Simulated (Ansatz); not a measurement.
**HF/STO-3G run of AlF3 (SMILES F[Al](F)F)**

Aim: the energy change on altering one bond length of AlF3 at HF/STO-3G, from 2 runs. 

The calculation is run with Ansatz 0.2.0.

39 further runs of the same task are left out: 39 set aside as unsound or not needed.

## (1) The structure to begin with

AlF3: 4 atoms, total charge 0, spin state singlet. SMILES: `F[Al](F)F`. The shape is that of a PBE0-D4/def2-TZVP optimisation.

Bond lengths: F1–Al2 1.629 Å, Al2–F3 1.629 Å, Al2–F4 1.629 Å. Angles: F1–Al2–F3 120.0°, F1–Al2–F4 120.0°, F3–Al2–F4 120.0°.

## (2) The energy at HF/STO-3G

job.yaml reads:

```yaml
crystal:
  periodic: [false, false, false]
  atoms:
    - {symbol: F, position_ang: [0.859410, -0.722590, 1.180170]}
    - {symbol: Al, position_ang: [-0.000000, -0.000010, -0.000000]}
    - {symbol: F, position_ang: [-1.440740, -0.612530, -0.450110]}
    - {symbol: F, position_ang: [0.581330, 1.335130, -0.730040]}
basis:
  gaussian: {orbitals: STO-3G}
hamiltonian: {xc: hf}
accuracy: high
output: {orbitals: {seedname: orbitals}}
```

The run is started by

```bash
ansatz run job.yaml --threads 1 --pin off --max-ram 3480MiB --events-out events.jsonl --progress --plain --runs-dir runs
```

Output:

```text
Warning: RAYON_NUM_THREADS=1 ignored (pool sized by the plan → 1); use --threads N
Functional definition: HF
  name "HF"
  exchange = exact_x
  correlation = 0
450 factors; integrals over basis functions are off by at most 3.1e-8 eV
mean field evaluation 1: about -14506.9506 eV, gradient 2.9e1 eV
mean field evaluation 2: about -14506.9803 eV, gradient 2.9e1 eV
mean field evaluation 4: about -14510.4109 eV, gradient 8.9e-1 eV
mean field evaluation 8: about -14510.4133 eV, gradient 8.5e-6 eV
mean field -14510.41331060 eV, -533.2478536532 hartree, gradient 8.8e-8 eV, S^2 0.000000; 0 other end points of the search recorded, 0 dependent functions left out
reference -14510.41331060 eV, -533.2478536532 hartree; 20, 20 occupied and 4, 4 virtual orbitals, 450 factors
Total energy: -14510.41331060 eV, -533.2478536532 hartree
```

Run time: 0.1 s. Hardware: 1 thread of Arm Neoverse V2, shared host.

## (3) The distorted shape, same level

in.yaml reads:

```yaml
crystal:
  periodic: [false, false, false]
  atoms:
    - symbol: F
      position_ang: [1.579744, -0.416345, 1.405214]
    - symbol: Al
      position_ang: [0.720334, 0.306235, 0.225044]
    - symbol: F
      position_ang: [-1.440740, -0.612530, -0.450110]
    - symbol: F
      position_ang: [1.301664, 1.641375, -0.504996]
basis:
  gaussian:
    orbitals: STO-3G
hamiltonian:
  xc: hf
accuracy: high
output:
  orbitals: {seedname: orbitals}
```

The run is started by

```bash
ansatz run in.yaml --threads 1 --pin off --max-ram 3480MiB --events-out events.jsonl --progress --plain --runs-dir runs
```

Output:

```text
Warning: RAYON_NUM_THREADS=1 ignored (pool sized by the plan → 1); use --threads N
[... 4 set-up lines as earlier in the session ...]
424 factors; integrals over basis functions are off by at most 2.4e-8 eV
mean field evaluation 1: about -14498.3055 eV, gradient 3.0e1 eV
mean field evaluation 2: about -14498.3261 eV, gradient 3.0e1 eV
mean field evaluation 4: about -14504.8561 eV, gradient 2.2e0 eV
mean field evaluation 8: about -14504.8809 eV, gradient 5.9e-2 eV
mean field -14504.88090614 eV, -533.0445415393 hartree, gradient 1.8e-8 eV, S^2 0.000000; 0 other end points of the search recorded, 0 dependent functions left out
reference -14504.88090614 eV, -533.0445415393 hartree; 20, 20 occupied and 4, 4 virtual orbitals, 424 factors
Total energy: -14504.88090614 eV, -533.0445415393 hartree
```

Run time: 0.12 s. Hardware: 1 thread of Arm Neoverse V2, shared host.

## (4) Results

Level: HF/STO-3G.

```
                                                          quantity          value
                                         first shape: total energy  -533.24785 Eh
                                          first shape: HOMO energy      -10.29 eV
                                          first shape: LUMO energy       10.05 eV
                                        first shape: HOMO–LUMO gap       20.34 eV
                                     distorted shape: total energy  -533.04454 Eh
                                      distorted shape: HOMO energy       -6.19 eV
                                      distorted shape: LUMO energy        5.76 eV
                                    distorted shape: HOMO–LUMO gap       11.95 eV
energy change with the Al2–F3 bond stretched from 1.629 to 2.443 Å       5.532 eV
```

With the Al2–F3 bond stretched from 1.629 to 2.443 Å the energy rises by 5.53 eV (128 kcal/mol). The first shape isn't relaxed at this level, so the change isn't measured from a minimum. The minimal basis adds a large error of its own.
